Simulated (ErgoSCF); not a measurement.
# UBHLYP/6-31G run of BeH2O2 (Be(OH)2)

What is the vertical electron affinity of BeH2O2 (Be(OH)2) at UBHLYP/6-31G? 

The calculation is run with ErgoSCF 3.8.

4 further runs of the same task are left out: 2 that didn't finish, 2 set aside as unsound or not needed.

## Step 1: The structure to begin with

BeH2O2: 5 atoms, total charge 0, spin state singlet. SMILES: `[OH][Be][OH]`. Geometry: a GFN2-xTB relaxation, a rough one for these elements and not checked as a minimum.

Bond lengths: Be1–O2 1.385 Å, Be1–O4 1.384 Å, O2–H3 0.939 Å, O4–H5 0.939 Å. Angles: O2–Be1–O4 179.6°, Be1–O2–H3 178.5°, Be1–O4–H5 178.3°.

## Step 2: The energy at UBHLYP/6-31G

Contents of input.ego:

```
set_nthreads(1)
molecule_inline
Be     0.00481880    -0.00888171     0.00309915
O     -0.33572874     0.77206651     2.47767661
H     -0.58607966     1.34168665     4.13995530
O      0.35092214    -0.80468318    -2.46488317
H      0.56606746    -1.30018827    -4.15584790
EOF
scf.use_diagonalization = 1
tmpdir = "."
scf.starting_guess_disturbance = 0.02
scf.convergence_threshold = 1e-06
scf.output_mulliken_pop = 1
basis = "6-31G"
scf.force_unrestricted = 1
XC.type = "LMG"
scf.max_number_of_iterations = 80
run "BHandHLYP"
```

On the command line:

```bash
$ ergo input.ego
```

Output:

```text
[...]
INDF Weighted mixed functional:
[...]
INSC Energy   1 =       -101.35443989728
[...]
INDE E_LUMO =          0.08033834466
[...]
INSC Energy  16 =       -166.39561506200  ( diff     -0.000000000008185 )
[...]
RESC CONVERGED after  16 iterations.
RESC FINAL ENERGY:       -166.39561506200
RESC FINAL <S2> =          0.00000000000
[...]
INSC SCF: dipole_moment_x [atomic units] =      -0.01954399
INSC SCF: dipole_moment_y [atomic units] =       0.04270920
INSC SCF: dipole_moment_z [atomic units] =      -0.01738831
[...]
```

It took 3.9 s on 1 thread of Arm Neoverse V1, shared host.

## Step 3: The doublet anion at the same level

Contents of run.inp:

```
set_nthreads(1)
molecule_inline
Be   0.00481880  -0.00888171   0.00309915
O   -0.33572874   0.77206651   2.47767661
H   -0.58607966   1.34168665   4.13995530
O    0.35092214  -0.80468318  -2.46488317
H    0.56606746  -1.30018827  -4.15584790
EOF
scf.output_mulliken_pop = 1
charge = -1
scf.convergence_threshold = 1e-06
scf.use_diagonalization = 1
scf.max_number_of_iterations = 80
tmpdir = "."
basis = "6-31G"
spin_polarization = 1
scf.starting_guess_disturbance = 0.02
XC.type = "LMG"
run "BHandHLYP"
```

On the command line:

```bash
$ ergo run.inp
```

Output:

```text
[...]
INDF Weighted mixed functional:
[...]
INSC Energy   1 =       -104.18138387852
[...]
INDE E_LUMO =          0.29601375134
[...]
INSC Energy  16 =       -166.26627346059  ( diff     -0.000000000212168 )
[...]
RESC CONVERGED after  16 iterations.
RESC FINAL ENERGY:       -166.26627346059
RESC FINAL <S2> =          0.75160083300
[...]
INSC SCF: dipole_moment_x [atomic units] =      -0.01074283
INSC SCF: dipole_moment_y [atomic units] =       0.01877856
INSC SCF: dipole_moment_z [atomic units] =      -0.00730971
[...]
```

Wall time 3.9 s (1 thread of Arm Neoverse V1, shared host).

## Step 4: Results

At UBHLYP/6-31G:

| quantity | value |
| --- | --- |
| singlet BeH2O2: total energy | -166.39562 Eh |
| singlet BeH2O2: dipole moment | 0.13 D |
| doublet anion: total energy | -166.26627 Eh |
| doublet anion: ⟨S²⟩ | 0.752 |
| vertical electron affinity (to the doublet anion) | -3.520 eV |

**Reading.** The anion lies 3.52 eV (81 kcal/mol) above the neutral: the electron isn't bound at this level, and such a value depends on the basis. Without diffuse functions anions come out too high. Mulliken charges (singlet BeH2O2) run from -0.78 on O2 to +0.74 on Be1.
